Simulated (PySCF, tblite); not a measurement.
**CH₁₂F₂N₂Si₄: geometry, infrared bands and NMR shifts**

Aim: predict the infrared bands and NMR shifts of CH₁₂F₂N₂Si₄ (`FC[SiH2]N[Si@H](F)N([SiH3])[SiH3]`).

Programs: tblite 0.8.0 and PySCF 2.14.0, with density-fitted response routines of our own. Each step states its level of theory. These are calculated values for one molecule in the gas phase, unless marked as measured. Atoms count from 0, in the outputs and in this text.

## (1) Starting geometry

21 atoms, charge 0, multiplicity 1; geometry from: force field or distance geometry start.

Bonds of the start (Å): F0–C1 1.36, C1–Si2 1.86, Si2–N3 1.81, N3–Si4 1.78, Si4–F5 1.70, Si4–N6 1.80, N6–Si7 1.79, N6–Si8 1.78, C1–H9 1.11, C1–H10 1.11, Si2–H11 1.46, Si2–H12 1.46, N3–H13 1.05, Si4–H14 1.47, Si7–H15 1.47, Si7–H16 1.48, Si7–H17 1.47, Si8–H18 1.48, Si8–H19 1.48, Si8–H20 1.48.

## (2) Geometry optimisation with GFN2-xTB

Job settings and geometry (Å):

```
{"job": {"kind": "relax", "xc": "GFN2-xTB", "basis": "xTB"}, "charge": 0, "multiplicity": 1}
F      4.097900     1.086300    -1.615300
C      3.949000     0.825600    -0.284100
Si     2.588800    -0.425300    -0.050900
N      1.046500     0.513000    -0.034300
Si    -0.337300    -0.590500     0.180100
F     -0.024200    -2.074400    -0.585600
N     -1.831400     0.041100    -0.611400
Si    -3.029500    -1.283700    -0.452600
Si    -2.508100     1.435500     0.255100
H      3.613900     1.750400     0.234100
H      4.849400     0.387800     0.189500
H      2.747600    -1.189400     1.181100
H      2.620300    -1.333000    -1.191400
H      1.076600     1.117700     0.827900
H     -0.655900    -0.748900     1.604500
H     -4.407000    -0.777300    -0.497400
H     -2.800900    -1.900000     0.868600
H     -2.740200    -2.285000    -1.487100
H     -3.327000     2.228000    -0.694600
H     -1.467500     2.280900     0.883500
H     -3.470000     0.958200     1.279800
```

Command:

```sh
> OMP_NUM_THREADS=1 python probes_run.py task.json out
```

The driver reads the jobs from task.json and runs them one after another.

**Question.** This job is followed by: GFN2-xTB harmonic vibrations, gas phase; GIAO PBE0/pcSseg-1 NMR shielding, non-relativistic, gas phase. What will the session give for the following? strongest single infrared mode (GFN2-xTB); zero-point energy (GFN2-xTB); 13C shifts against TMS (PBE0/pcSseg-1); 1H shifts against TMS (PBE0/pcSseg-1, means over atoms taken as alike); 19F shifts against CFCl3 (PBE0/pcSseg-1); 29Si shifts against TMS (PBE0/pcSseg-1, means over atoms taken as alike); 15N shifts against NH3 (PBE0/pcSseg-1).

The runs gave:

| quantity | value |
| --- | --- |
| strongest single infrared mode (GFN2-xTB) | 2282 cm⁻¹, 508 km/mol |
| zero-point energy (GFN2-xTB) | 79.6 kcal/mol |
| 13C shifts against TMS (PBE0/pcSseg-1) | 79.3 ppm |
| 1H shifts against TMS (PBE0/pcSseg-1, means over atoms taken as alike) | 5.17, 5.10, 5.03, 4.96, 4.79, 4.77, 1.01 ppm |
| 19F shifts against CFCl3 (PBE0/pcSseg-1) | -161.9, -311.5 ppm |
| 29Si shifts against TMS (PBE0/pcSseg-1, means over atoms taken as alike) | -28.3, -43.5, -52.0 ppm |
| 15N shifts against NH3 (PBE0/pcSseg-1) | 27.6, 12.3 ppm |

**Reading.** The optimisation took 235 steps and gained 1.472 eV; among the close pairs (by a distance rule), Si4–F5 changed most, from 1.699 to 1.610 Å. No mode is imaginary among the 57: a minimum at this level. The strongest single mode, at 2282 cm⁻¹, moves mainly H20. Unscaled tight-binding wavenumbers are off by several per cent, some by more. Its intensities can rank the bands wrongly.
